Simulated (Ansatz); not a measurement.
# CH₅FOSSi: a ladder of functionals and wavefunction methods

The task here is to estimate one member of a computed series from the others.

Method: functionals in def2-TZVPP, the program's frozen cores in correlated methods; program: Ansatz 0.2.0, Gaussian basis.

Plan: LDA (SPW92), PBE-D4, revPBE-D4, BLYP-D4, r2SCAN-D4, B97M-V, PBE0-D4, B3LYP-D4, r2SCANh-D4, r2SCAN0-D4, HSE06-D4, BHLYP-D4, CAM-B3LYP-D4, LC-ωPBE, ωB97X-V, ωB97M-V, B2PLYP, PBE-QIDH; CCSD(T)/def2-SVP; CCSD(T)/def2-TZVPP; MP2/def2-QZVPP; extrapolation to the limit; RPA on PBE.

### The relaxed structure

All runs share one geometry, relaxed beforehand with PBE0-D4 in a triple-zeta def2 set.

SMILES `OC(F)S[SiH3]`, 10 atoms, charge 0, spin multiplicity 1.

Atoms are counted from 1 here; the program's logs count them from 0.

Bond lengths: O1–C2 1.361 Å, O1–H6 0.965 Å, C2–F3 1.369 Å, C2–S4 1.834 Å, C2–H7 1.091 Å, S4–Si5 2.140 Å, Si5–H8 1.484 Å, Si5–H9 1.485 Å, Si5–H10 1.482 Å. Angles: C2–O1–H6 108.6°, O1–C2–F3 110.9°, O1–C2–S4 114.1°, O1–C2–H7 107.6°, F3–C2–S4 105.4°, F3–C2–H7 108.1°, S4–C2–H7 110.6°, C2–S4–Si5 97.6°, S4–Si5–H8 112.4°, S4–Si5–H9 109.6°, S4–Si5–H10 104.9°, H8–Si5–H9 109.4°, H8–Si5–H10 109.8°, H9–Si5–H10 110.8°.

The first run:

in.yaml reads:

```yaml
crystal:
  periodic: [false, false, false]
  atoms:
    - {symbol: O, position_ang: [-0.567156, 1.114506, 1.161498]}
    - {symbol: C, position_ang: [0.697434, 0.634150, 1.010117]}
    - {symbol: F, position_ang: [1.361688, 0.619306, 2.207293]}
    - {symbol: S, position_ang: [0.774490, -1.090388, 0.390326]}
    - {symbol: Si, position_ang: [-0.395668, -0.806856, -1.379094]}
    - {symbol: H, position_ang: [-1.088326, 0.463639, 1.648247]}
    - {symbol: H, position_ang: [1.228654, 1.308109, 0.336806]}
    - {symbol: H, position_ang: [-1.843470, -0.674270, -1.083913]}
    - {symbol: H, position_ang: [0.074669, 0.405005, -2.097100]}
    - {symbol: H, position_ang: [-0.159415, -2.024399, -2.191179]}
basis:
  gaussian: {orbitals: def2-TZVPP}
hamiltonian: {xc: lda}
output: {orbitals: {seedname: orbitals}}
```

Among the steps run: LDA; PBE-D4 (GGA); revPBE-D4 (GGA); BLYP-D4 (GGA); r2SCAN-D4 (meta-GGA); B97M-V (meta-GGA); PBE0-D4 (hybrid); B3LYP-D4 (hybrid); r2SCANh-D4 (hybrid); r2SCAN0-D4 (hybrid); HSE06-D4 (hybrid); BHLYP-D4 (hybrid); CAM-B3LYP-D4 (range-separated); LC-ωPBE (range-separated); ωB97X-V (range-separated); ωB97M-V (range-separated); B2PLYP (double hybrid); PBE-QIDH (double hybrid).

One table of the session follows, with a row left open; its other results are not shown here.

It belongs to the step «Frontier levels by functional». 

```
  functional  HOMO (eV)  gap (eV)
 LDA (SPW92)      -6.47      5.15
      PBE-D4      -6.34      5.26
   revPBE-D4      -6.29      5.31
     BLYP-D4      -6.20      5.24
   r2SCAN-D4      -6.63      5.82
      B97M-V      -6.77      5.87
     PBE0-D4      -7.59      7.43
    B3LYP-D4      -7.36      6.97
  r2SCANh-D4      -7.09      6.62
  r2SCAN0-D4      -7.78      7.80
    HSE06-D4      -7.19      6.66
    BHLYP-D4      -8.72      9.50
CAM-B3LYP-D4      -8.93      9.81
     LC-ωPBE     -10.33     12.37
     ωB97X-V          ?         ?
     ωB97M-V      -9.80     11.44
```

**Question.** Estimate the row for ωB97X-V.

As computed: HOMO (eV): -9.96; gap (eV): 11.89. In the column «HOMO (eV)» it lies between LC-ωPBE (-10.33) and ωB97M-V (-9.80).
